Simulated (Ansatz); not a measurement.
Task: a convergence test of the plane-wave cutoff of TaN, space group Fm-3m, with Ansatz 0.2.0, Python API. Give the script and its output. Level of theory (first run): PBE, PAW, cutoff 300 eV, 13×13×13 k-points, Fermi-Dirac smearing of 0.1 eV. The script varies cutoff (eV): 300, 375, 450, 525, 600.

```yaml
crystal:
  lattice:
    - [0.00000, 2.17900, 2.17900]
    - [2.17900, 0.00000, 2.17900]
    - [2.17900, 2.17900, 0.00000]
  atoms:
    - { symbol: Ta, position: [0.50000, 0.50000, 0.50000] }
    - { symbol: N, position: [0.00000, 0.00000, 0.00000] }
```

The script, `tan_ecut.py`:
```python
"""Cutoff test for TaN."""

from dataclasses import dataclass
import csv

import ansatz as az


@dataclass
class RunConfig:
    width_ev: float = 0.1
    kgrid: tuple[int, ...] = (13, 13, 13)
    functional: str = "pbe"


opts = RunConfig()

tan = (
    az.Lattice.fcc(4.358)
    .space_group(225)
    .atom("Ta", (0.5, 0.0, 0.0))
    .atom("N", (0.0, 0.0, 0.0))
    .primitive()
)

setup = (
    tan.calculation()
    .occupations(az.OccupationsMethod.FERMI_DIRAC, width=opts.width_ev)
    .kpoints(*opts.kgrid)
    .functional(opts.functional)
    .forces()
    .stress()
)

rows = []
for value in [300, 375, 450, 525, 600]:
    report = setup.basis(value).run().report
    rows.append((value, report["free_energy_ev"] / len(report["lattice"]["sites"]), report["n_iterations"], sum(report["stress_gpa"][i][i] for i in range(3)) / 3, max(abs(f) for row in report["forces_ev_ang"] for f in row), report["n_pw"]))

with open("ecut.csv", "w", newline="") as handle:
    writer = csv.writer(handle)
    writer.writerow(["cutoff (eV)", "F/atom (eV)", "iterations", "P (GPa)", "max component (eV/A)", "plane waves"])
    writer.writerows([round(v, 5) if isinstance(v, float) else v for v in row] for row in rows)

# the last row is the reference
for row in rows[:-1]:
    shift = 1000 * (row[1] - rows[-1][1])
    print(f"{row[0]}: {shift:+.2f} meV/atom" + ("  (within 1 meV)" if abs(shift) < 1 else ""))
```

```console
$ python tan_ecut.py
DeckWarning: basis.ecutwfc = 300 eV is below the records' recommended 420 eV, and the density's cutoff is lower with it unless basis.ecutrho_ratio is high enough to keep the records' density cutoff: compare with a run at a higher cutoff
DeckWarning: basis.ecutwfc = 375 eV is below the records' recommended 420 eV, and the density's cutoff is lower with it unless basis.ecutrho_ratio is high enough to keep the records' density cutoff: compare with a run at a higher cutoff
300: +145.06 meV/atom
375: +15.46 meV/atom
450: +0.79 meV/atom  (within 1 meV)
525: +0.21 meV/atom  (within 1 meV)
```
(Warnings from the package without file and line.)

File `ecut.csv` afterwards:
```csv
cutoff (eV),F/atom (eV),iterations,P (GPa),max component (eV/A),plane waves
300,-5158.80645,6,15.01346,0.0,259
375,-5158.93605,6,14.54076,0.0,331
450,-5158.95072,6,14.60401,0.0,459
525,-5158.9513,6,14.59694,0.0,537
600,-5158.95151,6,14.59443,0.0,701
```

From 450 eV on it stays within 1 meV an atom of the value at 600 eV; the first row (300 eV) is off by 145.1 meV and the last but one by 0.21 meV. The energy falls steadily, as expected when plane waves are added. The pressure moves from 15.01 to 14.59 GPa (the program's stress holds a Pulay correction, so it settles early).

Reading the output:
- No spin polarisation was allowed.
- Forces vanish by symmetry here and test nothing.
- Pressure is positive in compression.
- Spin-orbit coupling, which matters for elements this heavy, is left out.
- The starting cell is as deposited in a crystallographic database; the results hold for this polymorph, which needn't be the stable one.
- Shifts are counted from the last row, which is itself no proven limit.
- Timing: 11 s on 1 thread of Arm Neoverse V1 (shared host), peak memory 0.39 GiB.
